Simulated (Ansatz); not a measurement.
# Li: a relaxation

Aim: relax this structure of elemental Li; it need not be the element's stable one.

Computed with Ansatz 0.2.0 (DFT PBE+D3(BJ), scalar-relativistic, plane waves, PAW, unless a step's input says otherwise).

### 1 The system as given

Symmetry: Im-3m, No. 229, cubic system. The conventional cell has a = 3.350 Å, b = 3.350 Å, c = 3.350 Å, α = 90.00°, β = 90.00°, γ = 90.00°. Around Li (site symmetry m-3m) lie 8 Li at 2.90 Å.

Structure file:

```
Li
1.0
    -1.67500    1.67500    1.67500
     1.67500   -1.67500    1.67500
     1.67500    1.67500   -1.67500
Li
1
Cartesian
  0.0000 0.0000 0.0000
```

(A quick probe on a coarse mesh, which set the mesh and smearing, is not shown.)

### 3 The relaxation

Input file input.yaml:

```yaml
crystal:
  lattice:
    - [-1.675, 1.675, 1.675]
    - [1.675, -1.675, 1.675]
    - [1.675, 1.675, -1.675]
  atoms:
    - { symbol: Li, position: [0.0, 0.0, 0.0] }
basis:
  ecutwfc: 420
kpoints:
  mp_grid: { grid: [18, 18, 18] }
hamiltonian:
  xc: pbe
  dispersion: d3bj
scf:
  occupations: { method: gaussian, width: 0.1 }
output:
  forces: true
  stress: true
  eigenvalues: true
relax:
  adjacent_minimum: "off"
  f_tol: 0.005
  max_steps: 80
  cell: { stress_tol: 0.05 }
```

The run is started by

```console
$ ansatz run input.yaml --threads 1 --pin off --max-ram 3072MiB --backend cpu --events-out ev --progress --plain --runs-dir out
```

**Question.** What will these runs give? Wanted: relaxed cell; volume; energy, smearing taken to zero; gap on the mesh; remaining pressure.

The runs gave:

```
                      quantity                                                                      value
   relaxed cell (conventional)  a = 3.321 Å, b = 3.321 Å, c = 3.321 Å, α = 90.00°, β = 90.00°, γ = 90.00°
          space group (0.01 Å)                                                            Im-3m (No. 229)
                        volume                                                              18.32 Å³/atom
energy, smearing taken to zero                                                          -204.8648 eV/atom
               gap on the mesh                                                               none (metal)
            remaining pressure                                                                   0.01 GPa
```

In words: The relaxed volume is 2.5 % smaller than at the start. It is a metal on this mesh.
